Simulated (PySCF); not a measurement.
# C2H8OSi (SMILES CC[SiH2]O) at 6 levels

Aim: a comparison of 6 runs (HF/3-21G, HF/def2-SVP, HF/def2-SVPD, HF/aug-cc-pVDZ, B3LYP/3-21G, SVWN5/6-311+G**) of C2H8OSi. The job is set up through a Python script.

The results are computed with PySCF 2.14.0.

## 1. The structure to begin with

The species is C2H8OSi (12 atoms), meant as a singlet with charge 0. As SMILES, `CC[SiH2]O`. Geometry: relaxed at PBE0-D4/def2-TZVP. This is one conformer, not always the lowest.

Bond lengths: C1–C2 1.526 Å, C2–Si3 1.868 Å, Si3–O4 1.653 Å, C1–H5 1.094 Å, C1–H6 1.093 Å, C1–H7 1.093 Å, C2–H8 1.096 Å, C2–H9 1.097 Å, Si3–H10 1.494 Å, Si3–H11 1.484 Å, O4–H12 0.957 Å. Some angles: C1–C2–Si3 113.6°, C2–Si3–O4 112.4°, C1–C2–H8 110.5°, C1–C2–H9 110.5°, Si3–C2–H8 108.4°, Si3–C2–H9 107.5°, C2–C1–H5 111.5°, C2–C1–H6 111.3°, C2–C1–H7 111.8°, C2–Si3–H10 108.7°.

## 2. Energy and gradient at HF/3-21G (run 1)

Contents of job.py:

```python
from pyscf import gto

mol = gto.M(
    atom='''
C   -1.462000  -0.315100  -0.130400
C   -0.193100  -0.595200   0.670600
Si   1.348100   0.138200  -0.088600
O    1.258000   1.782700  -0.229600
H   -1.384700  -0.701300  -1.150800
H   -1.659100   0.758300  -0.198700
H   -2.341400  -0.775300   0.326800
H   -0.292100  -0.210900   1.691700
H   -0.031100  -1.675800   0.767200
H    1.555800  -0.473500  -1.435500
H    2.530600  -0.124900   0.769100
H    0.748100   2.137600  -0.957900
''',
    verbose=4,
    basis='3-21g',
    charge=0,
    max_memory=1860,
)

calc0 = mol.RHF()
calc0.conv_tol = 1e-10
calc0.kernel()
if not calc0.converged:
    calc0 = calc0.newton().run(calc0.mo_coeff, calc0.mo_occ)

etot = calc0.e_tot
print('E(%s) = %.9f' % ('HF', etot))
grad = calc0.nuc_grad_method().kernel()
dip = calc0.dip_moment()
pop, q = calc0.mulliken_pop()
```

Run with:

```
$ OMP_NUM_THREADS=1 python job.py
```

Log:

```text
PySCF version 2.14.0

[... 66 lines left out ...]
converged SCF energy = -441.83850846611
[... 12 lines left out ...]
Dipole moment(X, Y, Z, Debye): -1.60812, -0.74028, -1.04958
[... 30 lines left out ...]
pop of  2 Si 4py          0.03629
pop of  2 Si 4pz          0.18157
pop of  3 O 1s            1.98519
pop of  3 O 2s            0.40579
pop of  3 O 3s            1.48387
pop of  3 O 2px           0.74939
pop of  3 O 2py           0.66995
pop of  3 O 2pz           0.69573
pop of  3 O 3px           1.00877
pop of  3 O 3py           0.92379
pop of  3 O 3pz           0.93570
pop of  4 H 1s            0.46904
pop of  4 H 2s            0.33373
pop of  5 H 1s            0.46942
pop of  5 H 2s            0.33595
pop of  6 H 1s            0.46697
pop of  6 H 2s            0.31675
pop of  7 H 1s            0.45621
pop of  7 H 2s            0.30755
pop of  8 H 1s            0.45671
pop of  8 H 2s            0.31736
pop of  9 H 1s            0.43335
pop of  9 H 2s            0.82525
pop of  10 H 1s           0.43396
pop of  10 H 2s           0.80530
pop of  11 H 1s           0.42084
pop of  11 H 2s           0.17816
 ** Mulliken atomic charges  **
charge of    0C =     -0.58674
charge of    1C =     -0.93028
charge of    2Si =      1.40175
charge of    3O =     -0.85818
charge of    4H =      0.19724
charge of    5H =      0.19463
charge of    6H =      0.21628
charge of    7H =      0.23624
charge of    8H =      0.22593
charge of    9H =     -0.25860
charge of   10H =     -0.23926
charge of   11H =      0.40100
```

Wall time 2.5 s (1 thread of Intel Xeon at 2.70GHz, shared host); peak memory 0.13 GiB.

## 3. Energy and forces at HF/def2-SVP (run 2)

Contents of calc.py:

```python
import pyscf.grad
from pyscf import gto

mol = gto.M(
    atom=[
    ('C', (-1.462000, -0.315100, -0.130400)),
    ('C', (-0.193100, -0.595200, 0.670600)),
    ('Si', (1.348100, 0.138200, -0.088600)),
    ('O', (1.258000, 1.782700, -0.229600)),
    ('H', (-1.384700, -0.701300, -1.150800)),
    ('H', (-1.659100, 0.758300, -0.198700)),
    ('H', (-2.341400, -0.775300, 0.326800)),
    ('H', (-0.292100, -0.210900, 1.691700)),
    ('H', (-0.031100, -1.675800, 0.767200)),
    ('H', (1.555800, -0.473500, -1.435500)),
    ('H', (2.530600, -0.124900, 0.769100)),
    ('H', (0.748100, 2.137600, -0.957900)),
],
    verbose=4,
    max_memory=1860,
    spin=0,
    basis='def2-svp',
    charge=0,
)

mf = mol.RHF()
mf.conv_tol = 1e-10
mf.kernel()
if not mf.converged:
    mf = mf.newton().run(mf.mo_coeff, mf.mo_occ)

etot = mf.e_tot
print('E = %.10f Eh' % etot)
grad = mf.Gradients().kernel()
dip = mf.dip_moment()
pop, q = mf.mulliken_pop()
```

Run with:

```
$ OMP_NUM_THREADS=1 python calc.py
```

Log:

```text
PySCF version 2.14.0

[... 66 lines left out ...]
converged SCF energy = -444.026799727088
[... 12 lines left out ...]
Dipole moment(X, Y, Z, Debye): -1.43530, -0.48515, -0.83230
[... 74 lines left out ...]
pop of  6 H 2py           0.00652
pop of  6 H 2pz           0.00626
pop of  7 H 1s            0.74687
pop of  7 H 2s            0.16478
pop of  7 H 2px           0.00414
pop of  7 H 2py           0.00600
pop of  7 H 2pz           0.01582
pop of  8 H 1s            0.74818
pop of  8 H 2s            0.16925
pop of  8 H 2px           0.00451
pop of  8 H 2py           0.01741
pop of  8 H 2pz           0.00404
pop of  9 H 1s            0.75634
pop of  9 H 2s            0.41653
pop of  9 H 2px           0.00073
pop of  9 H 2py           0.00192
pop of  9 H 2pz           0.00789
pop of  10 H 1s           0.75485
pop of  10 H 2s           0.40371
pop of  10 H 2px          0.00670
pop of  10 H 2py          0.00043
pop of  10 H 2pz          0.00362
pop of  11 H 1s           0.66571
pop of  11 H 2s           0.04670
pop of  11 H 2px          0.02375
pop of  11 H 2py          0.02012
pop of  11 H 2pz          0.02990
 ** Mulliken atomic charges  **
charge of    0C =     -0.05625
charge of    1C =     -0.40821
charge of    2Si =      0.94631
charge of    3O =     -0.56562
charge of    4H =      0.03449
charge of    5H =      0.02839
charge of    6H =      0.04081
charge of    7H =      0.06239
charge of    8H =      0.05661
charge of    9H =     -0.18342
charge of   10H =     -0.16932
charge of   11H =      0.21382
```

Run time: 11 s. Hardware: 1 thread of Intel Xeon at 2.70GHz, shared host; peak memory 0.21 GiB.

Runs 3 to 5 aren't shown in full; the table further down has their settings and results.

## 4. Energy and gradient at SVWN5/6-311+G(d,p) (run 6)

Contents of mol.xyz:

```xyz
12
C2H8OSi
C     -1.462000    -0.315100    -0.130400
C     -0.193100    -0.595200     0.670600
Si     1.348100     0.138200    -0.088600
O      1.258000     1.782700    -0.229600
H     -1.384700    -0.701300    -1.150800
H     -1.659100     0.758300    -0.198700
H     -2.341400    -0.775300     0.326800
H     -0.292100    -0.210900     1.691700
H     -0.031100    -1.675800     0.767200
H      1.555800    -0.473500    -1.435500
H      2.530600    -0.124900     0.769100
H      0.748100     2.137600    -0.957900
```

Contents of job.py:

```python
import pyscf.grad
from pyscf import gto, dft

molecule = gto.M(
    atom='mol.xyz',
    verbose=4,
    max_memory=1860,
    basis='6-311+g**',
    spin=0,
)

mf = dft.RKS(molecule)
mf.xc = 'svwn'
mf.grids.level = 5
mf.conv_tol = 1e-10
mf.kernel()
if not mf.converged:
    mf = mf.newton().run(mf.mo_coeff, mf.mo_occ)

e_final = mf.e_tot
print('E(%s) = %.9f' % ('SVWN5', e_final))
grad = mf.Gradients().kernel()
mf.analyze()
```

Run with:

```
$ OMP_NUM_THREADS=1 python job.py
```

Log:

```text
PySCF version 2.14.0

[... 109 lines left out ...]
MO #1   energy= -65.1156453853723  occ= 2
[... 12 lines left out ...]
MO #14  energy= -0.404727430042437 occ= 2
[... 12 lines left out ...]
MO #27  energy= 0.0351561738434015 occ= 0
[... 12 lines left out ...]
MO #40  energy= 0.146774341028641  occ= 0
[... 12 lines left out ...]
MO #53  energy= 0.379330034864375  occ= 0
[... 12 lines left out ...]
MO #66  energy= 0.647749471545575  occ= 0
[... 12 lines left out ...]
MO #79  energy= 1.16047079109441   occ= 0
[... 12 lines left out ...]
MO #92  energy= 1.52643970225349   occ= 0
[... 12 lines left out ...]
MO #105 energy= 2.01396124196675   occ= 0
[... 12 lines left out ...]
MO #118 energy= 2.5748698990959    occ= 0
[... 12 lines left out ...]
MO #131 energy= 3.71610035542054   occ= 0
[... 12 lines left out ...]
MO #144 energy= 140.982305161871   occ= 0
[... 120 lines left out ...]
pop of  7 H 2py           0.00015
pop of  7 H 2pz           0.00051
pop of  8 H 1s            0.85664
pop of  8 H 2s            0.00371
pop of  8 H 3s            0.00216
pop of  8 H 2px           0.00017
pop of  8 H 2py           0.00053
pop of  8 H 2pz           0.00015
pop of  9 H 1s            1.09438
pop of  9 H 2s            0.00258
pop of  9 H 3s            0.00123
pop of  9 H 2px           0.00013
pop of  9 H 2py           0.00058
pop of  9 H 2pz           0.00260
pop of  10 H 1s           1.06878
pop of  10 H 2s           0.00272
pop of  10 H 3s           0.00077
pop of  10 H 2px          0.00206
pop of  10 H 2py          0.00013
pop of  10 H 2pz          0.00110
pop of  11 H 1s           0.62952
pop of  11 H 2s           0.00626
pop of  11 H 3s           0.00608
pop of  11 H 2px          0.00213
pop of  11 H 2py          0.00171
pop of  11 H 2pz          0.00171
 ** Mulliken atomic charges  **
charge of    0C =     -0.37559
charge of    1C =     -0.46927
charge of    2Si =      0.74903
charge of    3O =     -0.72649
charge of    4H =      0.12273
charge of    5H =      0.12072
charge of    6H =      0.13116
charge of    7H =      0.13555
charge of    8H =      0.13663
charge of    9H =     -0.10149
charge of   10H =     -0.07557
charge of   11H =      0.35258
Dipole moment(X, Y, Z, Debye): -1.48564, -0.58838, -0.75379
```

Wall time 56 s (1 thread of Intel Xeon at 2.70GHz, shared host); peak memory 1 GiB.

## 5. The series

```csv
run,level,integration grid,energy (Eh),dipole moment (D),HOMO energy (eV),LUMO energy (eV),wall time
1,HF/3-21G,–,-441.838508,2.06,-11.19,5.00,2.5 s
2,HF/def2-SVP,–,-444.026800,1.73,-11.39,4.21,11 s
3,HF/def2-SVPD,–,-444.040418,1.70,-11.42,2.33,45 s
4,HF/aug-cc-pVDZ,–,-444.252218,1.67,-11.33,0.90,50 s
5,B3LYP/3-21G,5,-443.402205,1.88,-7.35,1.26,23 s
6,SVWN5/6-311+G**,5,-443.365209,1.77,-6.82,-1.02,56 s
```

## 6. Summary of results

| quantity | value |
| --- | --- |
| run 6: total energy | -443.36521 Eh |
| run 6: dipole moment | 1.77 D |
| run 6: HOMO energy | -6.82 eV |
| run 6: LUMO energy | -1.02 eV |
| run 6: HOMO–LUMO gap | 5.80 eV |
| run 6: largest force on an atom | 0.635 eV/Å |

**Reading.** The dipole moment (its size) runs from 1.67 D (HF/aug-cc-pVDZ) to 2.06 D (HF/3-21G). The HOMO–LUMO gap runs from 5.80 eV (SVWN5/6-311+G**) to 16.19 eV (HF/3-21G). The two ends differ in method and basis. Totals of different functionals can't be ranked against each other. All runs together took 3.1 min, the longest 56 s.
